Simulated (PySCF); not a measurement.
# H4HfO4 (Hf(OH)4): the cost of one run

Computed with PySCF 2.14.0. Level: BP86, Hf def2-SVP with ECP60, O def2-SVP, H def2-SVP; scalar-relativistic core potentials, no spin–orbit coupling.

## Step 1: The starting structure

9 atoms, charge 0, spin multiplicity 1.

Bond lengths: Hf1–O2 1.943 Å, Hf1–O4 1.944 Å, Hf1–O6 1.948 Å, Hf1–O8 1.944 Å, O2–H3 0.964 Å, O4–H5 0.964 Å, O6–H7 0.965 Å, O8–H9 0.964 Å. Angles: O2–Hf1–O4 109.4°, O2–Hf1–O6 109.1°, O2–Hf1–O8 109.4°, O4–Hf1–O6 109.6°, O4–Hf1–O8 109.7°, O6–Hf1–O8 109.6°, Hf1–O2–H3 173.2°, Hf1–O4–H5 174.8°, Hf1–O6–H7 163.1°, Hf1–O8–H9 174.8°.

Geometry (Å):

```xyz
9

Hf   -0.06676    0.00000    0.23866
O     1.67765   -0.00001   -0.61603
H     2.58754   -0.00001   -0.93440
O    -0.24506    1.58965    1.34322
H    -0.41848    2.37966    1.86769
O    -1.44928   -0.00001   -1.13381
H    -1.90749   -0.00002   -1.98296
O    -0.24506   -1.58962    1.34325
H    -0.41848   -2.37962    1.86775
```

Formal oxidation states: Hf +4. An earlier session relaxed this geometry at BP86, Hf def2-SVP with ECP60, O def2-SVP, H def2-SVP (singlet, point group Cs).

Its energy there is -351.435834 Eh.

## Step 2: Atoms moved at random, σ = 0.06 Å

Contents of run.py (the lines that set the calculation):

```python
mol = gto.M(atom='''
Hf    -0.12374    -0.05891     0.14003
O      1.59816     0.03844    -0.64311
H      2.73513     0.05868    -0.94351
O     -0.26310     1.62369     1.41417
H     -0.40694     2.36644     1.83420
O     -1.45054    -0.07316    -1.16036
H     -1.91383    -0.04632    -1.90235
O     -0.19595    -1.53498     1.31691
H     -0.46460    -2.37385     1.93738''',
    basis={'Hf': 'def2-SVP', 'O': 'def2-SVP', 'H': 'def2-SVP'},
    ecp={'Hf': 'def2-SVP'},
    charge=0, spin=0)
mf = dft.RKS(mol, xc='B88,P86')
mf.grids.atom_grid = (50, 194)
mf = mf.density_fit()  # fitting sets: Hf def2-universal-JKFIT, O def2-universal-JKFIT, H def2-universal-JKFIT
mf.conv_tol = 1e-08; mf.max_cycle = 55
mf.kernel(dm0)  # dm0: the density of the relaxed state
```

The run is started by

```sh
> OMP_NUM_THREADS=2 python run.py
```

**Question.** How long does this run take on 2 threads of Arm Neoverse V1, shared host?

About 5.1 s.
